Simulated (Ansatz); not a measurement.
**RuCl2: a trial structure relaxed**

Where does RuCl2 go from the start given, 2H molybdenite type (P6_3/mmc, No. 194)?

Computed with Ansatz 0.2.0 (DFT PBE, scalar-relativistic, plane waves, PAW, unless a step's input says otherwise).

## 1. The starting structure

The structure is hexagonal, space group P6_3/mmc (No. 194). Conventional cell: a = 3.306 Å, b = 3.306 Å, c = 12.858 Å, α = 90.00°, β = 90.00°, γ = 120.00°. Ru (site symmetry -6m2) is surrounded by 6 Cl at 2.47 Å. Cl (site symmetry 3m) is surrounded by 3 Ru at 2.47 Å.

Structure file:

```cif
data_structure
_symmetry_space_group_name_H-M 'P6_3/mmc'
_symmetry_Int_Tables_number 194
_cell_length_a 3.3056
_cell_length_b 3.3056
_cell_length_c 12.8575
_cell_angle_alpha 90.000
_cell_angle_beta 90.000
_cell_angle_gamma 120.000
_cell_volume 121.67
loop_
_atom_site_label
_atom_site_type_symbol
_atom_site_symmetry_multiplicity
_atom_site_Wyckoff_symbol
_atom_site_fract_x
_atom_site_fract_y
_atom_site_fract_z
_atom_site_occupancy
Ru1 Ru 2 c 0.33333 0.66667 0.25000 1
Cl1 Cl 4 f 0.33333 0.66667 0.62750 1
```

(A quick probe on a coarse mesh, which set the mesh and smearing, is not shown.)

## 3. Coarse relaxation

input.yaml reads:

```yaml
crystal:
  lattice:
    - [3.3056208083, 0.0, 0.0]
    - [-1.6528104041, 2.8627515953, 0.0]
    - [0.0, 0.0, 12.85750941]
  atoms:
    - { symbol: Ru, position: [0.3333333333, 0.6666666667, 0.25], spin: 2.96 }
    - { symbol: Ru, position: [0.6666666667, 0.3333333333, 0.75], spin: 2.96 }
    - { symbol: Cl, position: [0.3333333333, 0.6666666667, 0.6275], spin: 0.37 }
    - { symbol: Cl, position: [0.6666666667, 0.3333333333, 0.1275], spin: 0.37 }
    - { symbol: Cl, position: [0.3333333333, 0.6666666667, 0.8725], spin: 0.37 }
    - { symbol: Cl, position: [0.6666666667, 0.3333333333, 0.3725], spin: 0.37 }
basis:
  ecutwfc: 420
kpoints:
  mp_grid: { grid: [6, 6, 2] }
hamiltonian:
  xc: pbe
scf:
  occupations: { method: gaussian, width: 0.1 }
  lower_state_search: "off"
output:
  forces: true
  stress: true
  eigenvalues: true
  populations: true
magnetization:
  spin_polarized: true
relax:
  adjacent_minimum: "off"
  f_tol: 0.04
  max_steps: 70
  cell: { stress_tol: 0.4 }
```

Launch:

```sh
> ansatz run input.yaml --threads 1 --pin off --max-ram 2560MiB --backend cpu --events-out ev --progress --plain --runs-dir out
```

The session goes on with these runs: full relaxation.

**Question.** What will these runs give?

As calculated:

Formation energies count from the elements, computed with the same settings in runs not shown here.

| quantity | value |
| --- | --- |
| cell | a = 3.466 Å, b = 3.466 Å, c = 14.676 Å, α = 90.00°, β = 90.00°, γ = 120.00° |
| space group | P6_3/mmc (No. 194) |
| volume | 25.45 Å³/atom |
| gap on the mesh | 0.40 eV |
| formation energy from the elements | +0.049 eV/atom |
| largest moment | 2.94 μB |

The space group stayed P6_3/mmc, and from the first guess the volume went from 20.28 to 25.45 Å³/atom. The formation energy of +0.05 eV/atom is positive, so the elements lie lower than this structure; another structure of the compound can lie lower. Layers here are held mostly by dispersion, which this level lacks, so their spacing and the stiffness across them are unreliable there.

The gaps are Kohn-Sham values of a semilocal functional, not quasiparticle or optical gaps. Such gaps usually fall short of the measured ones.
